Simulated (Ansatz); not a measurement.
# C5H11O2+: energies up the ladder

Aim: energies up the ladder, for C5H11O2+, with the cost of each level. Charge +1.

Method: the levels named in each step, in Ansatz 0.2.0.

## 1. The system as given

Bond lengths (14 of 17 bonds, heavy atoms first): C1–C2 1.477 Å, C2–O3 1.298 Å, C2–O4 1.253 Å, O4–C5 1.474 Å, C5–C6 1.520 Å, C5–C7 1.517 Å, C1–H8 1.092 Å, C1–H9 1.092 Å, C1–H10 1.087 Å, O3–H11 0.973 Å, C5–H12 1.095 Å, C6–H13 1.085 Å, C6–H14 1.087 Å, C6–H15 1.087 Å. Angles (14 of 29 angles, heavy atoms first): C1–C2–O3 121.6°, C1–C2–O4 118.3°, O3–C2–O4 120.2°, C2–O4–C5 123.8°, O4–C5–C6 107.7°, O4–C5–C7 105.9°, C6–C5–C7 112.9°, C2–C1–H8 110.3°, C2–C1–H9 110.5°, C2–C1–H10 110.6°, C2–O3–H11 116.2°, O4–C5–H12 107.8°, C6–C5–H12 110.8°, C7–C5–H12 111.4°.

Coordinates:

```xyz
18

C     2.4087   -0.6061   -0.4764
C     1.1713    0.1164   -0.1185
O     1.2038    1.3126    0.3843
O     0.0728   -0.4538   -0.3161
C    -1.2336    0.1508    0.0009
C    -1.5575   -0.1825    1.4482
C    -2.2198   -0.4543   -0.9796
H     3.0448   -0.7279    0.4026
H     2.9816   -0.0404   -1.2138
H     2.1752   -1.5867   -0.8839
H     2.0854    1.7090    0.4918
H    -1.1449    1.2330   -0.1394
H    -2.5486    0.1924    1.6834
H    -1.5520   -1.2594    1.5958
H    -0.8467    0.2774    2.1305
H    -3.1990   -0.0143   -0.8178
H    -1.9184   -0.2583   -2.0049
H    -2.2910   -1.5282   -0.8324
```

## 2. A rough first relaxation, PBE-D4/def2-SVP

The input, input.yaml:

```yaml
crystal:
  periodic: [false, false, false]
  atoms:
    - { symbol: C, position_ang: [2.40873, -0.60615, -0.47643] }
    - { symbol: C, position_ang: [1.17126, 0.11643, -0.11853] }
    - { symbol: O, position_ang: [1.20378, 1.31255, 0.38431] }
    - { symbol: O, position_ang: [0.07279, -0.45381, -0.31606] }
    - { symbol: C, position_ang: [-1.23358, 0.15078, 0.00086] }
    - { symbol: C, position_ang: [-1.55745, -0.18252, 1.44819] }
    - { symbol: C, position_ang: [-2.21979, -0.45435, -0.9796] }
    - { symbol: H, position_ang: [3.04483, -0.72786, 0.40256] }
    - { symbol: H, position_ang: [2.98161, -0.04037, -1.21375] }
    - { symbol: H, position_ang: [2.17524, -1.58673, -0.88389] }
    - { symbol: H, position_ang: [2.08536, 1.70904, 0.49183] }
    - { symbol: H, position_ang: [-1.14488, 1.23297, -0.13935] }
    - { symbol: H, position_ang: [-2.5486, 0.19242, 1.68345] }
    - { symbol: H, position_ang: [-1.55203, -1.2594, 1.59582] }
    - { symbol: H, position_ang: [-0.84672, 0.2774, 2.13054] }
    - { symbol: H, position_ang: [-3.19902, -0.01426, -0.81784] }
    - { symbol: H, position_ang: [-1.91836, -0.25828, -2.00487] }
    - { symbol: H, position_ang: [-2.29102, -1.52816, -0.8324] }
total_charge: 1
basis:
  gaussian: { orbitals: def2-SVP }
hamiltonian:
  xc: pbe
  dispersion: d4
relax:
  f_tol: 0.03
  max_steps: 200
```

Launch:

```sh
ansatz run input.yaml --threads 4 --pin off --max-ram 10240MiB --backend cpu --events-out ev --progress --plain --runs-dir out
```

The runs that follow: Relaxation, PBE0-D4/def2-TZVP; Relaxation, PBE0-D4/def2-SVP; Frequencies, PBE0-D4/def2-SVP; Single point, PBE-D4/def2-TZVPP; Single point, r2SCAN-D4/def2-TZVPP; Single point, B3LYP-D4/def2-TZVPP; Single point, wB97M-V/def2-TZVPP; Single point, B2PLYP/def2-TZVPP; Single point, PBE0-D4/def2-TZVPP; Single point, LDA/def2-TZVPP; Single point, PBE0-D4/def2-SVP; Single point, PBE-D4/def2-SVP.

Before running it: what results should come out? Wanted: C1–C2 at PBE0-D4/def2-SVP; C2–O3 at PBE0-D4/def2-SVP; C2–O4 at PBE0-D4/def2-SVP; frequencies at PBE0-D4/def2-SVP; energy at PBE-D4/def2-SVP.

**Answer**, as computed:

```
                       quantity            value
      C1–C2 at PBE0-D4/def2-SVP          1.477 Å
      C2–O3 at PBE0-D4/def2-SVP          1.291 Å
      C2–O4 at PBE0-D4/def2-SVP          1.254 Å
frequencies at PBE0-D4/def2-SVP  45 to 3793 cm⁻¹
      energy at PBE-D4/def2-SVP     -9433.779 eV
```

**Reading.** The C–C distance spreads over 0.003 Å, from PBE0-D4/def2-TZVP (shortest) to PBE0-D4/def2-SVP. No mode is imaginary, so the geometry is a minimum. These totals serve in differences with atoms or fragments at the same level; alone they don't rank the methods.
